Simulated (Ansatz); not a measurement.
# BiTe: a tetragonal deformation path

The task here is to estimate one member of a computed series from the others.

Program: Ansatz 0.2.0. Level of theory: DFT r2SCAN, scalar-relativistic, plane waves, PAW. These are calculated values, not measurements.

## Starting point

It takes space group Fm-3m (No. 225, cubic). Conventional cell: a = 6.470 Å, b = 6.470 Å, c = 6.470 Å, α = 90.00°, β = 90.00°, γ = 90.00°. Around Bi (site symmetry m-3m) lie 6 Te at 3.23 Å. Te (site symmetry m-3m) is surrounded by 6 Bi at 3.23 Å.

As a file:

```cif
data_structure
_symmetry_space_group_name_H-M 'Fm-3m'
_symmetry_Int_Tables_number 225
_cell_length_a 6.4700
_cell_length_b 6.4700
_cell_length_c 6.4700
_cell_angle_alpha 90.000
_cell_angle_beta 90.000
_cell_angle_gamma 90.000
_cell_volume 270.84
loop_
_atom_site_label
_atom_site_type_symbol
_atom_site_symmetry_multiplicity
_atom_site_Wyckoff_symbol
_atom_site_fract_x
_atom_site_fract_y
_atom_site_fract_z
_atom_site_occupancy
Bi1 Bi 4 a 0.00000 0.00000 0.00000 1
Te1 Te 4 b 0.50000 0.00000 0.00000 1
```

The cell is taken as given, not relaxed at this level.

Set-up of the first run:

Contents of input.yaml:

```yaml
crystal:
  lattice:
    - [0.0, 3.235, 3.235]
    - [3.235, 0.0, 3.235]
    - [3.235, 3.235, 0.0]
  atoms:
    - { symbol: Bi, position: [0.0, 0.0, 0.0] }
    - { symbol: Te, position: [0.5, 0.5, 0.5] }
basis:
  ecutwfc: 500
kpoints:
  mp_grid: { grid: [14, 14, 14] }
hamiltonian:
  xc: r2scan
scf:
  occupations: { method: gaussian, width: 0.15 }
output:
  forces: true
  stress: true
  eigenvalues: true
  write_density: true
  write_potential: true
  elf: true
  volumetric_format: npy
```

The run is started by

```sh
$ ansatz run input.yaml --threads 1 --pin off --max-ram 2560MiB --backend cpu --events-out ev --progress --plain --runs-dir out
```

Among the steps run: The reference: the undisturbed cell on the scan's mesh; At ρ = 0.707; Point ρ = 1.414; ρ = 0.850; ρ = 1.200; Point ρ = 0.780; At ρ = 1.300; At ρ = 0.920; Point ρ = 1.100.

One table of the session follows, with a row left open; its other results are not shown here.

| ρ | ΔE (meV/atom) | pressure (GPa) |
| --- | --- | --- |
| 0.707 | 1138.6 | 16.1 |
| 0.780 | 531.3 | 8.3 |
| 0.850 | 181.1 | 3.0 |
| 0.920 | 43.5 | 0.7 |
| 1.000 | 0.0 | 0.0 |
| 1.100 | ? | ? |
| 1.200 | 150.9 | 2.9 |
| 1.300 | 263.8 | 5.8 |
| 1.414 | 434.6 | 10.6 |

Estimate the missing values for ρ = 1.100.

Worked estimate for «ΔE (meV/atom)». A straight line through the neighbours (1.000, 0.0) and (1.200, 150.9) gives 0.0 + (150.9 − 0.0) × (1.100 − 1.000) / (1.200 − 1.000) = 75.5; a parabola fitted to 4 rows on both sides gives 50.2.

As computed: ΔE (meV/atom): 48.5; pressure (GPa): 0.8. In «ΔE (meV/atom)» the line misses by +27.0 and the parabola by +1.7.
